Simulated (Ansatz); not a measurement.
**InH5Se: how energies converge with the basis set**

The task here is to estimate one member of a computed series from the others.

Computed with Ansatz 0.2.0, Gaussian basis. Level: one geometry, several basis sets.

Plan: PBE0-D4/def2-SVP; ωB97M-V/def2-SVP; PBE0-D4/def2-QZVPP; ωB97M-V/def2-QZVPP; the functionals' def2-TZVPP values are taken from earlier runs.

### Structure used throughout

All runs share one geometry, relaxed beforehand with PBE0-D4 in a triple-zeta def2 set. In takes the def2 core potential; no spin-orbit term is included.

SMILES `[SeH2+][InH3-]`, 7 atoms, charge 0, spin multiplicity 1.

Atoms are counted from 1 here; the program's logs count them from 0.

Bond lengths: Se1–In2 2.980 Å, Se1–H3 1.468 Å, Se1–H4 1.468 Å, In2–H5 1.731 Å, In2–H6 1.728 Å, In2–H7 1.731 Å. Angles: In2–Se1–H3 94.2°, In2–Se1–H4 94.1°, H3–Se1–H4 91.4°, Se1–In2–H5 94.1°, Se1–In2–H6 95.1°, Se1–In2–H7 94.2°, H5–In2–H6 119.5°, H5–In2–H7 119.2°, H6–In2–H7 119.5°.

The first run:

in.yaml

```yaml
crystal:
  periodic: [false, false, false]
  atoms:
    - {symbol: Se, position_ang: [-1.031997, -1.328706, 0.500012]}
    - {symbol: In, position_ang: [0.497701, 1.176831, -0.010189]}
    - {symbol: H, position_ang: [0.160460, -2.184654, 0.497188]}
    - {symbol: H, position_ang: [-1.272483, -1.596851, -0.922953]}
    - {symbol: H, position_ang: [-0.033955, 1.314721, -1.651573]}
    - {symbol: H, position_ang: [-0.294917, 2.094215, 1.221303]}
    - {symbol: H, position_ang: [2.036392, 0.456544, 0.320611]}
basis:
  gaussian: {orbitals: def2-SVP}
hamiltonian: {xc: pbe0, dispersion: d4}
output: {orbitals: {seedname: orbitals}}
```

On the command line:

```sh
> ansatz run in.yaml --threads 4 --pin off --events-out ev --progress --plain --max-ram 10444MiB
```

Among the steps run: PBE0-D4 in def2-SVP; ωB97M-V in def2-SVP; PBE0-D4 in def2-QZVPP; ωB97M-V in def2-QZVPP.

One of the session's tables, all rows but one given; the rest of the session is left out.

| functional | basis | HOMO (eV) |
| --- | --- | --- |
| PBE0-D4 | def2-SVP | -7.54 |
| PBE0-D4 | def2-TZVPP | ? |
| PBE0-D4 | def2-QZVPP | -7.62 |
| ωB97M-V | def2-SVP | -9.70 |
| ωB97M-V | def2-TZVPP | -9.83 |
| ωB97M-V | def2-QZVPP | -9.84 |

**Question.** Estimate the row for PBE0-D4, def2-TZVPP.

As computed: HOMO (eV): -7.61. In the column «HOMO (eV)» it lies between PBE0-D4, def2-QZVPP (-7.62) and PBE0-D4, def2-SVP (-7.54).
